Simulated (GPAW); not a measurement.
# VCrC2 (R-3m) in GPAW: reference runs

Aim: a first look at VCrC2 with PBE, on the cell as given.

Program: GPAW 26.7.0. These are calculated values, not measurements. Logs are shortened: lines on timing, memory, paths and dates and some standing lists are left out, and cuts for length are marked. The log counts tension as positive stress, the text compression.

**1. The structure**

The structure is trigonal, space group R-3m (No. 166). Conventional cell: a = 2.921 Å, b = 2.921 Å, c = 14.218 Å, α = 90.00°, β = 90.00°, γ = 120.00°. Cr (site symmetry -3m) is surrounded by 6 C at 2.05 Å. Around V (site symmetry -3m) lie 6 C at 2.07 Å. C (site symmetry 3m) has 3 Cr at 2.05 Å and 3 V at 2.07 Å as nearest neighbours.

The cell comes from a database or a generator and needn't be the stable form of this composition.

**2. Single point, PBE, collinear spin, ferromagnetic start**

run.py reads:

```python
from ase import Atoms
from ase.dft.bandgap import bandgap
from ase.io import write
from ase.units import GPa
from gpaw import GPAW, PW

atoms = Atoms(['Cr', 'V', 'C', 'C'],
              cell=[[1.4606320425, 0.8432963029, 4.7393853233],
                    [-1.4606320425, 0.8432963029, 4.7393853233],
                    [0.0, -1.6865926058, 4.7393853233]],
              scaled_positions=[[0.5, 0.5, 0.5],
                                [0.0, 0.0, 0.0],
                                [0.248759, 0.248759, 0.248759],
                                [0.751241, 0.751241, 0.751241]],
              pbc=True)
atoms.set_initial_magnetic_moments([3.0, 2.0, 0.0, 0.0])

calc = GPAW(mode=PW(800),
            xc='PBE',
            kpts={'size': (11, 11, 11), 'gamma': True},
            occupations={'name': 'fermi-dirac', 'width': 0.05},
            nbands=28,
            convergence={'density': 1e-05, 'energy': 1e-05},
            maxiter=150,
            txt='gpaw.txt')
atoms.calc = calc
energy = atoms.get_potential_energy()
forces = atoms.get_forces()
stress = atoms.get_stress()
calc.write('gs.gpw')
write('result.traj', atoms)
print(f'Energy: {energy:.6f} eV')
print('Forces (eV/A):')
print(forces.round(4))
print('Stress (GPa):', (stress / GPa).round(3))
print('Moments:', calc.get_magnetic_moments().round(3))
print('Fermi level:', round(calc.get_fermi_level(), 4), 'eV')
print(f'Gap: {bandgap(calc)[0]:.4f} eV, direct: {bandgap(calc, direct=True)[0]:.4f} eV')
```

Potentials or basis: GPAW PAW data sets (gpaw-data 1.2.1), pw.

Launch:

```console
$ OMP_NUM_THREADS=1 python run.py
```

gpaw.txt:

```text
__  _  _
 | _ |_)|_||  |
 |__||  | ||/\| - 26.7.0

Input parameters:
  mode=PW(ecut=800.0),
  convergence={'density': 1e-05, 'energy': 1e-05},
  kpts=MonkhorstPack(size=(11, 11, 11), gamma=True),
  maxiter=150,
  nbands=28,
  occupations=Occupations(name='fermi-dirac', width=0.05),
  xc=XC(name='PBE')

Diagonalizing LCAO Hamiltonian
Converting LCAO to pw mode

       C

       Cr

       C

       V

Atoms  # Å, Bohr magnetons
|   | symbol |         x |         y |         z |    initial magnetic moments |
|---|--------|-----------|-----------|-----------|-----------------------------|
| 0 |     Cr |  0.000000 |  0.000000 |  7.109078 | ( 0.0000,  0.0000,  3.0000) |
| 1 |      V |  0.000000 |  0.000000 |  0.000000 | ( 0.0000,  0.0000,  2.0000) |
| 2 |      C | -0.000000 |  0.000000 |  3.536894 | ( 0.0000,  0.0000,  0.0000) |
| 3 |      C | -0.000000 | -0.000000 | 10.681262 | ( 0.0000,  0.0000,  0.0000) |

Unit cell  # Å
| periodic |         x |         y |        z |  lengths |    angles |
|----------|-----------|-----------|----------|----------|-----------|
|      yes |  1.460632 |  0.843296 | 4.739385 | 5.030543 | 33.758149 |
|      yes | -1.460632 |  0.843296 | 4.739385 | 5.030543 | 33.758149 |
|      yes |  0.000000 | -1.686593 | 4.739385 | 5.030543 | 33.758149 |

Number of symmetries: 12
Symmetry operations  # r_c * U_cc + t_c -> r_c
|    | kind |            matrix            |
|----|------|------------------------------|
|  0 |  E   |  1, 0, 0,  0, 1, 0,  0, 0, 1 |
|  1 |  σ   |  1, 0, 0,  0, 0, 1,  0, 1, 0 |
|  2 |  σ   |  0, 1, 0,  1, 0, 0,  0, 0, 1 |
|  3 |  C3  |  0, 1, 0,  0, 0, 1,  1, 0, 0 |
|  4 |  C3  |  0, 0, 1,  1, 0, 0,  0, 1, 0 |
|  5 |  σ   |  0, 0, 1,  0, 1, 0,  1, 0, 0 |
|  6 |  C2  |  0, 0,-1,  0,-1, 0, -1, 0, 0 |
|  7 |  S6  |  0, 0,-1, -1, 0, 0,  0,-1, 0 |
|  8 |  S6  |  0,-1, 0,  0, 0,-1, -1, 0, 0 |
|  9 |  C2  |  0,-1, 0, -1, 0, 0,  0, 0,-1 |
| 10 |  C2  | -1, 0, 0,  0, 0,-1,  0,-1, 0 |
| 11 |  i   | -1, 0, 0,  0,-1, 0,  0, 0,-1 |

BZ-sampling:
  Number of BZ points: 1331
  Number of IBZ points: 146

  Monkhorst-Pack size: [11, 11, 11]
  Monkhorst-Pack shift: [0, 0, 0]

K-points  # in reciprocal-cell coordinates
|     |                                coordinates |     weight |
|-----|--------------------------------------------|------------|
|   0 | (  0.00000000,   0.00000000,   0.00000000) | 0.00075131 |
|   1 | (  0.09090909,   0.00000000,  -0.09090909) | 0.00450789 |
|   2 | (  0.09090909,   0.00000000,   0.00000000) | 0.00450789 |
|   3 | (  0.09090909,   0.09090909,  -0.09090909) | 0.00450789 |
|   4 | (  0.09090909,   0.09090909,   0.00000000) | 0.00450789 |
|   5 | (  0.09090909,   0.09090909,   0.09090909) | 0.00150263 |
|   6 | (  0.18181818,  -0.09090909,  -0.09090909) | 0.00450789 |
|   7 | (  0.18181818,   0.00000000,  -0.18181818) | 0.00450789 |
|   8 | (  0.18181818,   0.00000000,  -0.09090909) | 0.00901578 |
|   9 | (  0.18181818,   0.00000000,   0.00000000) | 0.00450789 |
| ... |                                            |            |
| 145 | (  0.45454545,   0.45454545,   0.45454545) | 0.00150263 |

Plane wave coefficients: 1815
Cutoff: 800.0 eV

Spin-components: 2 (collinear spins)
Bands:           28
Projectors:      22
Spin-degeneracy: 1
Datatype:        complex128

Parallelization:
  kpt:    1
  domain: 1
  band:   1

Density:
  Valence electrons: 27.0
  Components: 2
  Grid points: [35 35 35]
  Charge: 0.0  # |e|

Potential:
  Grid points: [35 35 35]

species:
  Cr:
    name:    Chromium
    Z:       24.0
    valence: 6
    core:    18
    charge:  0.0  # [|e|]
    compensation charges:
      type: gauss
      rc: 0.35  # [Å]
      lmax: 2
    cutoffs:
      filter: 2.14  # [Å]
      core: 3.04  # [Å]
    projectors
    | kind |    occ | energy [eV] | rcut [Å] |
    |------|--------|-------------|----------|
    |   4s |  1.000 |      -4.007 |    1.164 |
    |   4p |  0.000 |      -0.989 |    1.217 |
    |   3d |  5.000 |      -2.913 |    1.111 |
    |    s |        |      23.205 |    1.164 |
    |    p |        |      26.223 |    1.217 |
    |    d |        |      24.299 |    1.111 |

    Using partial waves for Cr as LCAO basis

  V:
    name:    Vanadium
    Z:       23.0
    valence: 13
    core:    10
    charge:  0.0  # [|e|]
    compensation charges:
      type: gauss
      rc: 0.37  # [Å]
      lmax: 2
    cutoffs:
      filter: 2.14  # [Å]
      core: 0.96  # [Å]
    projectors
    | kind |    occ | energy [eV] | rcut [Å] |
    |------|--------|-------------|----------|
    |   3s |  2.000 |     -70.222 |    1.254 |
    |   4s |  2.000 |      -4.702 |    1.254 |
    |   3p |  6.000 |     -44.043 |    1.281 |
    |   4p |  0.000 |      -1.444 |    1.281 |
    |   3d |  3.000 |      -5.164 |    1.169 |
    |    d |        |      22.047 |    1.169 |

    Using partial waves for V as LCAO basis

  C:
    name:    Carbon
    Z:       6.0
    valence: 4
    core:    2
    charge:  0.0  # [|e|]
    compensation charges:
      type: gauss
      rc: 0.20  # [Å]
      lmax: 2
    cutoffs:
      filter: 1.14  # [Å]
      core: 1.14  # [Å]
    projectors
    | kind |    occ | energy [eV] | rcut [Å] |
    |------|--------|-------------|----------|
    |   2s |  2.000 |     -13.751 |    0.635 |
    |   2p |  2.000 |      -5.284 |    0.635 |
    |    s |        |      13.461 |    0.635 |
    |    p |        |      21.927 |    0.635 |
    |    d |        |       0.000 |    0.635 |

    Using partial waves for C as LCAO basis

Reference energy: -56458.129243  # eV

eigensolver:
  PPCG
  Converge bands: occupied
  niter=2

density mixing:
  MSR1-Mixer
  Pratt-step length: 0.05
  Maximum mixing coefficient: 0.75
  Old densities: 10
  SVD Regularization: 0.005
  Good broyden scale: 1.0
  Trust region scale: 1.0
  Backstep threshold: 4.0
  History deletion threshold: 6.0
  Fourier metric: weight=20.0, sigma=0.015

occupation numbers:
  Fermi-Dirac:
    width: 0.0500  # eV

poisson solver:
  ecut: 6400.0  # eV

xc functional:
  name: PBE with 2 nearest neighbor stencil

convergence criteria:
- Maximum integral of absolute [dens]ity change: 1e-05 electrons / valence electron
- Maximum [total energy] change in last 3 cyles: 1e-05 eV / valence electron
- Maximum integral of absolute [eigenst]ate change: 4e-08 eV^2 / valence electron
maximum number of iterations: 150

SCF iterations
|iter     | |      energy | eigst |  dens |  magmom |
|---------|-|-------------|-------|-------|---------|
|iter:   1| |  -39.556016 | +0.19 |       |  +4.9936|
|iter:   2| |  -37.916304 | -1.68 | -0.57 |  +4.8464|
|iter:   3| |  -37.155539 | -1.09 | -0.64 |  +4.0461|
|iter:   4| |  -36.427036 | -2.02 | -0.81 |  +3.8089|
|iter:   5| |  -36.484362 | -2.64 | -1.03 |  +3.4062|
|iter:   6| |  -36.635686 | -2.64 | -1.15 |  +2.5238|
|iter:   7| |  -36.699427 | -2.87 | -1.43 |  +1.6026|
|iter:   8| |  -36.710003 | -3.50 | -1.82 |  +1.4135|
|iter:   9| |  -36.718370 | -3.31 | -2.07 |  +1.2201|
|iter:  10| |  -36.719573 | -3.87 | -2.40 |  +1.1662|
|iter:  11| |  -36.719685 | -5.18 | -2.85 |  +1.2124|
|iter:  12| |  -36.719720c| -5.91 | -3.42 |  +1.2163|
|iter:  13| |  -36.719759c| -6.51 | -3.71 |  +1.2126|
|iter:  14| |  -36.719762c| -7.12 | -3.93 |  +1.2152|
|iter:  15| |  -36.719767c| -7.61c| -4.14 |  +1.2139|
|iter:  16| |  -36.719768c| -7.97c| -4.40 |  +1.2141|
|iter:  17| |  -36.719769c| -7.74c| -4.50 |  +1.2144|
|iter:  18| |  -36.719768c| -8.25c| -5.15c|  +1.2144|

Converged in 18 steps
Energy contributions relative to reference atoms: (reference = -56458.129243)

Energy contributions:
  Kinetic:          -1.562724
  Coulomb:          -5.670850
  Zero:              0.470152
  External:          0.000000
  Xc:              -29.941937
  Entropy:          -0.028820
  Spinorbit:         0.000000
  ----------------------------
  Free energy:     -36.734178
  Extrapolated:    -36.719768

dipole moment: (0.000000, 0.000000, -34.640375)  # |e|*Ang

Total magnetic moment: (0.000000, 0.000000, 1.214428)

Local magnetic moments
|        x |        y |         z |
|----------|----------|-----------|
| 0.000000 | 0.000000 |  1.339740 |  # Cr   0
| 0.000000 | 0.000000 | -0.046302 |  # V    1
| 0.000000 | 0.000000 | -0.033480 |  # C    2
| 0.000000 | 0.000000 | -0.033480 |  # C    3

Fermi level: 11.807
Eigenvalues  # (at kpt = [0.000, 0.000, 0.000])
| band index |      eig [eV] | occ [0-1] |      eig [eV] | occ [0-1] |
|------------|---------------|-----------|---------------|-----------|
|          0 |       -53.131 |     1.000 |       -53.170 |     1.000 |
|        ... |               |           |               |           |
|          6 |         4.104 |     1.000 |         4.246 |     1.000 |
|          7 |         7.175 |     1.000 |         7.423 |     1.000 |
|          8 |         7.175 |     1.000 |         7.423 |     1.000 |
|          9 |        10.072 |     1.000 |        10.871 |     1.000 |
|         10 |        10.072 |     1.000 |        10.872 |     1.000 |
|         11 |        10.150 |     1.000 |        10.908 |     1.000 |
[... 8 lines left out ...]
|         20 |        18.618 |     0.000 |        18.860 |     0.000 |
|         21 |        18.618 |     0.000 |        18.860 |     0.000 |
|        ... |               |           |               |           |
|         27 |        26.606 |     0.000 |        26.759 |     0.000 |

No gap
No difference between direct/indirect transitions

Forces  # eV/Ang
|        x |        y |        z |
|----------|----------|----------|
|  0.00000 |  0.00000 |  0.00000 |  # Cr   0
|  0.00000 | -0.00000 | -0.00000 |  # V    1
|  0.00000 |  0.00000 |  0.05780 |  # C    2
| -0.00000 |  0.00000 | -0.05780 |  # C    3

Stress tensor  # eV/Ang^3
|         x |         y |         z |
|-----------|-----------|-----------|
| -0.036155 |  0.000000 |  0.000000 |
|  0.000000 | -0.036155 |  0.000000 |
|  0.000000 |  0.000000 | -0.008939 |

# Writing to gs.gpw (mode='')
```

It took 23 min on 1 thread of Arm Neoverse V1, shared host; peak memory 0.56 GiB.

Results:

```yaml
Free_energy: -36.7342 eV
Pressure: 4.3 GPa
Largest_force: 0.058 eV/Å
Band_gap_on_the_k_mesh: none (metal or under the smearing width)
Net_moment: 1.21 μB per cell
Site_moments: Cr +1.34; V -0.05; C -0.03 μB
```

Forces in eV/Å, atoms in the order of the input:
```
Cr   0.000  0.000  0.000
V    0.000  0.000  0.000
C    0.000  0.000  0.058
C    0.000  0.000 -0.058
```

Caveat: the program warned that so skewed a cell can give wrong results.
